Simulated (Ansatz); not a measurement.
**AlBH₇NSi: geometry and vibrations**

Aim: relax AlBH₇NSi from a cheap starting geometry, then compute its harmonic vibrations to see whether it is a minimum and to get the zero-point energy and entropy, and look at its orbitals and charge.

The runs use Ansatz 0.2.0, Gaussian basis; RKS PBE0-D4/def2-TZVP.

The runs, in order: relaxation at PBE-D4/def2-SVP; relaxation at PBE0-D4/def2-TZVP; harmonic vibrations at the same level; a single point in def2-TZVPP for the fields.

### Step 1. Where the work starts

11 atoms, charge 0, spin multiplicity 1.

Atoms are counted from 1 here; the program's logs count them from 0.

Bond lengths: B1–Si2 1.878 Å, B1–H5 1.238 Å, B1–H6 1.197 Å, Si2–Al3 2.346 Å, Si2–H7 1.495 Å, Si2–H8 1.483 Å, Al3–N4 1.840 Å, Al3–H9 1.661 Å, N4–H10 1.011 Å, N4–H11 1.124 Å. Angles: Si2–B1–H5 120.6°, Si2–B1–H6 123.6°, H5–B1–H6 115.7°, B1–Si2–Al3 107.5°, B1–Si2–H7 110.7°, B1–Si2–H8 111.3°, Al3–Si2–H7 110.0°, Al3–Si2–H8 109.9°, H7–Si2–H8 107.6°, Si2–Al3–N4 121.9°, Si2–Al3–H9 118.8°, N4–Al3–H9 119.3°, Al3–N4–H10 110.5°, Al3–N4–H11 105.6°, H10–N4–H11 104.1°.

Geometry (Å):

```xyz
11
AlBH7NSi
B    -1.1134    1.6531   -0.1061
Si    0.6512    1.0634   -0.3636
Al    0.8521   -1.0297    0.6757
N    -0.1539   -2.4769    0.1486
H    -1.8478    1.8870   -1.0751
H    -1.5864    1.8797    0.9702
H     1.6230    2.0278    0.2374
H     0.9732    0.9435   -1.8061
H     1.9623   -1.2136    1.8968
H    -0.0690   -2.6223   -0.8479
H    -1.2259   -2.1689    0.2905
```

The start is a force-field geometry with small random shifts, so a cheaper pass at PBE-D4/def2-SVP comes first.

### Step 2. Optimising with PBE-D4/def2-SVP (cheap first pass)

in.yaml

```yaml
crystal:
  periodic: [false, false, false]
  atoms:
    - {symbol: B, position_ang: [-1.113400, 1.653100, -0.106100]}
    - {symbol: Si, position_ang: [0.651200, 1.063400, -0.363600]}
    - {symbol: Al, position_ang: [0.852100, -1.029700, 0.675700]}
    - {symbol: N, position_ang: [-0.153900, -2.476900, 0.148600]}
    - {symbol: H, position_ang: [-1.847800, 1.887000, -1.075100]}
    - {symbol: H, position_ang: [-1.586400, 1.879700, 0.970200]}
    - {symbol: H, position_ang: [1.623000, 2.027800, 0.237400]}
    - {symbol: H, position_ang: [0.973200, 0.943500, -1.806100]}
    - {symbol: H, position_ang: [1.962300, -1.213600, 1.896800]}
    - {symbol: H, position_ang: [-0.069000, -2.622300, -0.847900]}
    - {symbol: H, position_ang: [-1.225900, -2.168900, 0.290500]}
basis:
  gaussian: {orbitals: def2-SVP}
hamiltonian: {xc: pbe, dispersion: d4}
relax: {f_tol: 0.03, max_steps: 200}
```

Launch:

```sh
$ ansatz run in.yaml --threads 2 --pin off --events-out ev --progress --plain --max-ram 4352MiB
```

Log, shortened:

```text
Functional definition: PBE
  name "PBE"
  cite "Perdew, Burke & Ernzerhof, Phys. Rev. Lett. 77, 3865 (1996) doi:10.1103/PhysRevLett.77.3865"
  parent pbe
[...]
1121 factors; their error is unknown
[...]
mean field -16736.04888971 eV, -615.0384525955 hartree, gradient 4.7e-5 eV, S^2 0.000000; 0 other end points of the search recorded, 0 dependent functions left out
[...]
reference -16736.04893447 eV, -615.0384542404 hartree; 23, 23 occupied and 76, 76 virtual orbitals, 1121 factors
relax step   1: F+E_penalty+E_count = -16736.25724210 eV  Δ(F+E_penalty+E_count) = +0.000e0 eV  max|allowed force component| = 2.528e0 eV/Å  Δτ_max = 0.0000 Å  (28 SCF iters, accepted)
[...]
relax step   7: F+E_penalty+E_count = -16737.11615964 eV  Δ(F+E_penalty+E_count) = -1.100e-1 eV  max|allowed force component| = 9.951e-1 eV/Å  Δτ_max = 0.1949 Å  (28 SCF iters, accepted)
[...]
relax step  13: F+E_penalty+E_count = -16737.47849511 eV  Δ(F+E_penalty+E_count) = -7.992e-2 eV  max|allowed force component| = 5.906e-1 eV/Å  Δτ_max = 0.1933 Å  (30 SCF iters, accepted)
[...]
relax step  19: F+E_penalty+E_count = -16737.59912113 eV  Δ(F+E_penalty+E_count) = -4.185e-3 eV  max|allowed force component| = 4.979e-2 eV/Å  Δτ_max = 0.0545 Å  (28 SCF iters, accepted)
[...]
relax step  27: F+E_penalty+E_count = -16737.60455922 eV  Δ(F+E_penalty+E_count) = -1.692e-4 eV  max|allowed force component| = 1.946e-2 eV/Å  Δτ_max = 0.0073 Å  (23 SCF iters, accepted)
1121 factors; their error is unknown
mean field -16737.38120191 eV, -615.0874141657 hartree, gradient 9.2e-6 eV, S^2 0.000000; 1 other end points of the search recorded, 0 dependent functions left out
[...]
reference -16737.38124539 eV, -615.0874157635 hartree; 23, 23 occupied and 76, 76 virtual orbitals, 1121 factors
Total energy: -16737.60460270 eV, -615.0956239933 hartree
Atom 0 at    -0.829854     1.261975    -0.050647 Å, force     0.005519    -0.000371    -0.004263 eV/Å
Atom 1 at     0.894998     1.628479    -0.703058 Å, force    -0.002566    -0.000550     0.004021 eV/Å
Atom 2 at     0.191394    -0.570514     0.707293 Å, force    -0.019460    -0.018944    -0.007774 eV/Å
Atom 3 at    -0.425786    -2.089595    -0.006292 Å, force     0.009110     0.019326     0.010456 eV/Å
Atom 4 at    -1.699030     0.873553    -0.807297 Å, force    -0.000817     0.000621     0.000879 eV/Å
Atom 5 at    -1.044663     1.287154     1.165030 Å, force     0.000120    -0.003566    -0.000901 eV/Å
Atom 6 at     2.094902     1.958683     0.145989 Å, force    -0.001458    -0.000780     0.000338 eV/Å
Atom 7 at     1.319195     1.394317    -2.125952 Å, force     0.001962     0.000311    -0.003951 eV/Å
Atom 8 at     0.936968    -0.650048     2.115355 Å, force     0.006765     0.000677     0.002437 eV/Å
Atom 9 at    -0.939429    -2.154473    -0.888693 Å, force     0.000163     0.002327     0.000728 eV/Å
Atom 10 at    -0.433295    -2.996433     0.468672 Å, force     0.000661     0.000950    -0.001970 eV/Å
Dipole moment:     0.019735    -0.283938    -0.176079 e Å
```

It took 54 s on 2 threads of Arm Neoverse V1, shared host.

Relaxation path:

```csv
step,energy from step 1 (eV),largest force component (eV/Å)
1,0.0000,2.5277
2,-0.3918,1.2200
3,-0.4910,0.3734
4,-0.5652,0.3653
5,-0.6471,0.9425
6,-0.7489,1.0997
7,-0.8589,0.9951
8,-0.9946,0.7570
9,-1.0293,1.5715
10,-1.0687,1.1298
11,-1.1222,0.3478
12,-1.1413,0.4829
13,-1.2213,0.5906
14,-1.2870,0.3319
15,-1.3086,0.3702
16,-1.3271,0.2999
17,-1.3347,0.1496
18,-1.3377,0.0852
19,-1.3419,0.0498
20,-1.3434,0.0530
21,-1.3434,0.0592
22,-1.3443,0.0387
23,-1.3450,0.0288
24,-1.3461,0.0405
25,-1.3467,0.0913
26,-1.3471,0.0577
27,-1.3473,0.0195
```

The force was under the threshold of 0.03 eV/Å already at step 23, but the program went on to step 27.

Distances of close pairs at the start and the end, largest changes first:

```csv
bond,before (Å),after (Å),change (Å)
B1–Al3,3.416,2.231,-1.186
Si2–Al3,2.346,2.705,+0.360
N4–H11,1.124,1.024,-0.101
Al3–H9,1.661,1.595,-0.065
Al3–N4,1.840,1.788,-0.051
B1–H6,1.197,1.235,+0.037
B1–H5,1.238,1.216,-0.022
Si2–H8,1.483,1.503,+0.020
```

### Step 3. Optimising with PBE0-D4/def2-TZVP

in.yaml

```yaml
crystal:
  periodic: [false, false, false]
  atoms:
    - {symbol: B, position_ang: [-0.829854, 1.261975, -0.050647]}
    - {symbol: Si, position_ang: [0.894998, 1.628479, -0.703058]}
    - {symbol: Al, position_ang: [0.191394, -0.570514, 0.707293]}
    - {symbol: N, position_ang: [-0.425786, -2.089595, -0.006292]}
    - {symbol: H, position_ang: [-1.699030, 0.873553, -0.807297]}
    - {symbol: H, position_ang: [-1.044663, 1.287154, 1.165030]}
    - {symbol: H, position_ang: [2.094902, 1.958683, 0.145989]}
    - {symbol: H, position_ang: [1.319195, 1.394317, -2.125952]}
    - {symbol: H, position_ang: [0.936968, -0.650048, 2.115355]}
    - {symbol: H, position_ang: [-0.939429, -2.154473, -0.888693]}
    - {symbol: H, position_ang: [-0.433295, -2.996433, 0.468672]}
basis:
  gaussian: {orbitals: def2-TZVP}
hamiltonian: {xc: pbe0, dispersion: d4}
relax: {f_tol: 0.005, max_steps: 150}
```

The command is unchanged.

Log, shortened:

```text
Functional definition: PBE0
  name "PBE0"
  cite "Adamo & Barone, J. Chem. Phys. 110, 6158 (1999) doi:10.1063/1.478522"
  cite "Perdew, Burke & Ernzerhof, Phys. Rev. Lett. 77, 3865 (1996) doi:10.1103/PhysRevLett.77.3865"
  parent pbe
[...]
1179 factors; their error is unknown
[...]
mean field -16746.82604526 eV, -615.4345057571 hartree, gradient 3.1e-5 eV, S^2 0.000000; 0 other end points of the search recorded, 0 dependent functions left out
[...]
reference -16746.82608424 eV, -615.4345071892 hartree; 23, 23 occupied and 155, 155 virtual orbitals, 1179 factors
relax step   1: F+E_penalty+E_count = -16747.01699565 eV  Δ(F+E_penalty+E_count) = +0.000e0 eV  max|allowed force component| = 6.197e-1 eV/Å  Δτ_max = 0.0000 Å  (28 SCF iters, accepted)
[...]
Atom 1 at     0.901497     1.632522    -0.690144 Å, force    -0.000460     0.000014     0.000717 eV/Å
Atom 2 at     0.195795    -0.587252     0.682424 Å, force    -0.000051     0.001549    -0.000285 eV/Å
Atom 3 at    -0.464706    -2.088449     0.028447 Å, force    -0.000746    -0.002779    -0.000839 eV/Å
Atom 4 at    -1.661085     0.870100    -0.840280 Å, force    -0.001249    -0.000804    -0.001207 eV/Å
Atom 5 at    -1.032458     1.195469     1.114288 Å, force     0.000396    -0.000226    -0.000937 eV/Å
Atom 6 at     2.063660     1.954731     0.179646 Å, force    -0.000445    -0.000343    -0.000075 eV/Å
Atom 7 at     1.332415     1.495576    -2.103521 Å, force     0.000146     0.000065    -0.000548 eV/Å
Atom 8 at     0.986372    -0.634438     2.052449 Å, force    -0.001055    -0.000235    -0.001257 eV/Å
Atom 9 at    -0.994510    -2.158400    -0.825127 Å, force     0.001605     0.002446     0.002616 eV/Å
Atom 10 at    -0.450213    -2.975129     0.506984 Å, force    -0.000085    -0.000555    -0.000234 eV/Å
Dipole moment:     0.057379    -0.175489    -0.152642 e Å
```

Run time: 63 s. Hardware: 2 threads of Arm Neoverse V1, shared host.

Step by step:

```csv
step,energy from step 1 (eV),largest force component (eV/Å)
1,0.0000,0.6197
2,-0.0343,0.2225
3,-0.0380,0.0414
4,-0.0387,0.0591
5,-0.0389,0.0190
6,-0.0390,0.0228
7,-0.0392,0.0150
8,-0.0395,0.0244
9,-0.0395,0.0149
10,-0.0396,0.0055
11,-0.0396,0.0050
12,-0.0396,0.0028
```

Close pairs (by a distance rule), those that changed most:

```csv
bond,before (Å),after (Å),change (Å)
Al3–N4,1.788,1.766,-0.023
B1–Si2,1.880,1.859,-0.021
B1–H5,1.216,1.195,-0.021
Si2–H7,1.507,1.487,-0.020
Si2–H8,1.503,1.484,-0.019
N4–H11,1.024,1.008,-0.016
N4–H10,1.023,1.007,-0.016
B1–H6,1.235,1.220,-0.015
```

Mulliken charges at the end point, from the run's report:

```csv
atom,value (e)
B1,-0.21
Si2,-0.03
Al3,0.38
N4,-0.64
H5,0.03
H6,0.06
H7,0.02
H8,0.01
H9,-0.10
H10,0.24
H11,0.24
```

### Step 4. Force constants and modes

in.yaml

```yaml
crystal:
  periodic: [false, false, false]
  atoms:
    - {symbol: B, position_ang: [-0.811368, 1.238369, -0.084766]}
    - {symbol: Si, position_ang: [0.901497, 1.632522, -0.690144]}
    - {symbol: Al, position_ang: [0.195795, -0.587252, 0.682424]}
    - {symbol: N, position_ang: [-0.464706, -2.088449, 0.028447]}
    - {symbol: H, position_ang: [-1.661085, 0.870100, -0.840280]}
    - {symbol: H, position_ang: [-1.032458, 1.195469, 1.114288]}
    - {symbol: H, position_ang: [2.063660, 1.954731, 0.179646]}
    - {symbol: H, position_ang: [1.332415, 1.495576, -2.103521]}
    - {symbol: H, position_ang: [0.986372, -0.634438, 2.052449]}
    - {symbol: H, position_ang: [-0.994510, -2.158400, -0.825127]}
    - {symbol: H, position_ang: [-0.450213, -2.975129, 0.506984]}
basis:
  gaussian: {orbitals: def2-TZVP}
hamiltonian: {xc: pbe0, dispersion: d4}
phonons: {temperatures: {t_min: 298.15, t_max: 900, t_step: 200}}
```

Launched as before.

Log, shortened:

```text
Functional definition: PBE0
  name "PBE0"
  cite "Adamo & Barone, J. Chem. Phys. 110, 6158 (1999) doi:10.1063/1.478522"
  cite "Perdew, Burke & Ernzerhof, Phys. Rev. Lett. 77, 3865 (1996) doi:10.1103/PhysRevLett.77.3865"
  parent pbe
[...]
1179 factors; their error is unknown
[...]
mean field -16746.86522085 eV, -615.4359454332 hartree, gradient 2.5e-5 eV, S^2 0.000000; 0 other end points of the search recorded, 0 dependent functions left out
[...]
reference -16746.86525971 eV, -615.4359468614 hartree; 23, 23 occupied and 155, 155 virtual orbitals, 1179 factors
[...]
1179 factors; their error is unknown
mean field -16746.86510638 eV, -615.4359412265 hartree, gradient 1.1e-6 eV, S^2 0.000000; 0 other end points of the search recorded, 0 dependent functions left out
[...]
reference -16746.86514524 eV, -615.4359426545 hartree; 23, 23 occupied and 155, 155 virtual orbitals, 1179 factors
[...]
Atom 4 at    -1.661085     0.870100    -0.840280 Å, force    -0.001258    -0.000822    -0.001215 eV/Å
Atom 5 at    -1.032458     1.195469     1.114288 Å, force     0.000399    -0.000223    -0.000934 eV/Å
Atom 6 at     2.063660     1.954731     0.179646 Å, force    -0.000444    -0.000345    -0.000086 eV/Å
Atom 7 at     1.332415     1.495576    -2.103521 Å, force     0.000142     0.000059    -0.000544 eV/Å
Atom 8 at     0.986372    -0.634438     2.052449 Å, force    -0.001056    -0.000228    -0.001255 eV/Å
Atom 9 at    -0.994510    -2.158400    -0.825127 Å, force     0.001599     0.002441     0.002582 eV/Å
Atom 10 at    -0.450213    -2.975129     0.506984 Å, force    -0.000088    -0.000584    -0.000224 eV/Å
Dipole moment:     0.057380    -0.175489    -0.152640 e Å
Vibrations: 73.39 146.77 185.72 259.52 325.72 375.35 386.15 422.22 489.65 520.34 565.41 661.51 722.57 731.86 775.46 818.57 838.69 951.60 1117.69 1563.96 1933.25 2225.94 2247.14 2454.02 2639.91 3603.02 3696.63 cm⁻¹, zero-point energy 1.905145 eV
```

It took 3.6 min on 2 threads of Arm Neoverse V1, shared host.

Motions are named by where the mode's potential energy lies. The modes, unscaled (a negative number is an imaginary wavenumber):

```csv
mode,cm⁻¹,motion
1,73,bend
2,147,bend
3,186,bend with Al–Si stretch
4,260,bend
5,326,torsion
6,375,bend
7,386,bend with Al–B stretch
8,422,torsion
9,490,bend
10,520,torsion with bend
11,565,bend
12,662,bend
13,723,bend
14,732,bend
15,775,bend with Si–B stretch
16,819,Al–N stretch
17,839,bend with Al–N stretch
18,952,bend
19,1118,bend
20,1564,bend
21,1933,Al–H stretch
22,2226,Si–H stretch
23,2247,Si–H stretch
24,2454,B–H stretch
25,2640,B–H stretch
26,3603,N–H stretch
27,3697,N–H stretch
```

From these modes and the moments of inertia (298.15 K, 1 bar, symmetry number 1):

```csv
term,value
zero-point energy,43.9 kcal/mol
H(298) − E,49.5 kcal/mol
"entropy, translation",164.5 J/(mol K)
"entropy, rotation",110.5 J/(mol K)
"entropy, vibration",77.2 J/(mol K)
"entropy, total",352.2 J/(mol K)
```

### Step 5. Fields at the relaxed geometry

Changes to in.yaml since step 4:

```diff
@@ -15,4 +15,4 @@
 basis:
-  gaussian: {orbitals: def2-TZVP}
+  gaussian: {orbitals: def2-TZVPP}
 hamiltonian: {xc: pbe0, dispersion: d4}
-phonons: {temperatures: {t_min: 298.15, t_max: 900, t_step: 200}}
+output: {orbitals: {seedname: orbitals}}
```

The command is unchanged.

Log:

```text
Functional definition: PBE0
  name "PBE0"
  cite "Adamo & Barone, J. Chem. Phys. 110, 6158 (1999) doi:10.1063/1.478522"
  cite "Perdew, Burke & Ernzerhof, Phys. Rev. Lett. 77, 3865 (1996) doi:10.1103/PhysRevLett.77.3865"
  parent pbe
  parameter a = 0.25
  parameter kappa = 0.804
  parameter beta = 0.06672455060314922
  exchange = (1 - a)*pbe_x(kappa = kappa, mu = beta*pi^2/3) + a*exact_x
  correlation = pbe_c(beta = beta)
1328 factors; their error is unknown
mean field evaluation 1: about -16735.7092 eV, gradient 7.1e1 eV
mean field evaluation 2: about -16711.6564 eV, gradient 1.1e2 eV
mean field evaluation 4: about -16746.6353 eV, gradient 9.4e0 eV
mean field evaluation 8: about -16746.9179 eV, gradient 1.4e-1 eV
mean field evaluation 16: about -16746.9448 eV, gradient 9.4e-5 eV
mean field -16746.94478327 eV, -615.4388692982 hartree, gradient 3.2e-5 eV, S^2 0.000000; 0 other end points of the search recorded, 0 dependent functions left out
reference -16746.94482168 eV, -615.4388707099 hartree; 23, 23 occupied and 221, 221 virtual orbitals, 1328 factors
Total energy: -16747.13618763 eV, -615.4459032788 hartree
```

Wall time 4.8 s (2 threads of Arm Neoverse V1, shared host); peak memory 0.55 GiB.

The fields below are evaluated on a grid from the run's orbitals.

Frontier orbitals at PBE0-D4/def2-TZVPP, with the share of their density that lies nearest to each atom:

```csv
orbital,energy (eV),lies on
HOMO-1,-7.56,"N4 70 %; H10, H11 about 9 % each; Al3 7 %"
HOMO,-6.97,Si2 29 %; B1 28 %; Al3 15 %
LUMO,-2.03,Si2 20 %; B1 20 %; Al3 17 %
```

ELF in a plane through or near 5 of the atoms.

Ten even steps from '0' (0.00) to '9' (1.00):
```
0000000000000000000000000000
0000000000000000000000000000
0000000000000023210000000000
0000000000000589983000000000
0000004651001899998200000000
0000069996001799996100000000
0000399999301589861000000000
0000499999522211111012200000
0000169974468315146589951000
0000025336159601377599962000
0000013167158841672377631000
0000024411356520258863100000
0000012443211100049983000000
0000001110001100027872000000
0000000000001210001210000000
0000000000000000000000000000
0000000000000000000000000000
0000000000000000000000000000
0000000000000000000000000000
0000000000000000000000000000
```
The map spans 11.2 Å across and 9.7 Å up, centred on the molecule. Atoms in the plane (x, y in Å): Si2 (-1.9, 0.0), N4 (2.1, -0.1), H7 (-2.4, 1.3), H10 (2.1, -1.1), H11 (3.0, 0.3).

On the surface of density 0.002 e/bohr³ the electrostatic potential runs, from the 1st to the 99th percentile, from -0.65 V near N4 to 1.61 V near Al3.

### Step 6. Results

| quantity | value |
| --- | --- |
| point group | C1 |
| steps | 27 + 12 |
| shift from the start (rms) | 0.851 Å |
| total energy | -16747.0566 eV |
| dispersion term | -191 meV |
| dipole moment | 1.15 D |
| lowest, highest wavenumber | 73, 3697 cm⁻¹ |
| zero-point energy | 43.9 kcal/mol |
| entropy at 298.15 K | 352.2 J/(mol K) |
| HOMO, LUMO | -6.97, -2.03 eV |

The atoms moved 0.85 Å (rms) from the start; the bond that changed most is B1–Al3, from 3.416 to 2.222 Å. The bonds at the end are not those of the start, so the run found another structure. No mode is imaginary: a true minimum at this level. The stiffest mode, 3697 cm⁻¹, is an N–H stretch, and 3 modes under 200 cm⁻¹ make the vibrational entropy uncertain. Harmonic hybrid wavenumbers usually lie a few per cent above measured fundamentals. The largest Mulliken charge, -0.64 e, sits on N4. The HOMO lies mostly on Si2 29 %; B1 28 % and the LUMO on Si2 20 %; B1 20 %.
